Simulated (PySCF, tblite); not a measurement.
# C4H14BNSi2: geometry, infrared bands and NMR shifts

Aim: predict the infrared bands and NMR shifts of C4H14BNSi2 (`[SiH3]CB[SiH2]NC1CC1`).

The runs use tblite 0.8.0 and PySCF 2.14.0, with density-fitted response routines of our own; the level of theory stands in each step. All values are computed, except where a source is named. Atoms count from 0, in the outputs and in this text.

## 1. The starting structure

22 atoms, charge 0, multiplicity 1; geometry from: force field or distance geometry start.

Bonds of the start (Å): Si0–C1 1.89, C1–B2 1.58, B2–Si3 1.92, Si3–N4 1.79, N4–C5 1.47, C5–C6 1.50, C6–C7 1.52, C7–C5 1.48, Si0–H8 1.47, Si0–H9 1.49, Si0–H10 1.47, C1–H11 1.14, C1–H12 1.10, B2–H13 1.18, Si3–H14 1.50, Si3–H15 1.49, N4–H16 1.07, C5–H17 1.12, C6–H18 1.10, C6–H19 1.11, C7–H20 1.10, C7–H21 1.13.

## 2. Relaxing the molecule with GFN2-xTB

The job: settings as JSON, then the geometry in Å.

```
{"job": {"kind": "relax", "xc": "GFN2-xTB", "basis": "xTB"}, "charge": 0, "multiplicity": 1}
Si     4.283400    -0.248900    -0.097300
C      2.476700    -0.795900    -0.008600
B      1.675600     0.380500     0.671600
Si    -0.240200     0.531600     0.745700
N     -1.051600     0.439200    -0.851800
C     -2.481100     0.556400    -0.548700
C     -3.104600    -0.478600     0.343900
C     -3.455800    -0.390600    -1.133000
H      4.701100    -0.007200    -1.483300
H      4.385400     1.009500     0.699100
H      5.161500    -1.207000     0.580600
H      2.401200    -1.747400     0.605800
H      2.086500    -1.074400    -0.996700
H      2.299300     1.263400     1.141900
H     -0.601300     1.881400     1.279200
H     -0.885500    -0.426200     1.683400
H     -0.830500     1.353100    -1.355400
H     -2.792900     1.592800    -0.268000
H     -2.539900    -1.355800     0.705600
H     -3.884600    -0.099500     1.030000
H     -3.161300    -1.242100    -1.759600
H     -4.452000     0.085300    -1.386000
```

The run is started by

```sh
$ OMP_NUM_THREADS=1 python probes_run.py task.json out
```

One launch serves the whole session: the jobs run in the order shown.

**Question.** This job is followed by: GFN2-xTB harmonic vibrations, gas phase; GIAO PBE0/pcSseg-1 NMR shielding, non-relativistic, gas phase. Predict these results of the whole session: strongest single infrared mode (GFN2-xTB); zero-point energy (GFN2-xTB); ¹³C shifts against TMS (PBE0/pcSseg-1, means over atoms taken as alike); ¹H shifts against TMS (PBE0/pcSseg-1, means over atoms taken as alike); ²⁹Si shifts against TMS (PBE0/pcSseg-1); ¹¹B shifts against BF3·OEt2 (PBE0/pcSseg-1); ¹⁵N shifts against NH3 (PBE0/pcSseg-1).

As calculated:

| quantity | value |
| --- | --- |
| strongest single infrared mode (GFN2-xTB) | 2040 cm⁻¹, 487 km/mol |
| zero-point energy (GFN2-xTB) | 104.3 kcal/mol |
| ¹³C shifts against TMS (PBE0/pcSseg-1, means over atoms taken as alike) | 32.0, 30.2, 9.4 ppm |
| ¹H shifts against TMS (PBE0/pcSseg-1, means over atoms taken as alike) | 9.38, 5.20, 3.98, 2.37, 2.17, 0.62, 0.02, -1.14 ppm |
| ²⁹Si shifts against TMS (PBE0/pcSseg-1) | -55.1, -85.6 ppm |
| ¹¹B shifts against BF3·OEt2 (PBE0/pcSseg-1) | 101.3 ppm |
| ¹⁵N shifts against NH3 (PBE0/pcSseg-1) | 28.6 ppm |

Relaxing lowered the energy by 1.277 eV in 187 steps; the close pair that moved most is Si3–N4, from 1.794 to 1.731 Å. All 60 modes are real, so the xTB geometry is a minimum. The strongest single mode, at 2040 cm⁻¹, moves mainly H15. GFN2-xTB is a fitted tight-binding method: band positions and strengths are rough. Its intensities can rank the bands wrongly. At PBE0/pcSseg-1: Shielding is most anisotropic at B2 (span 239 ppm, paramagnetic term -200 ppm).
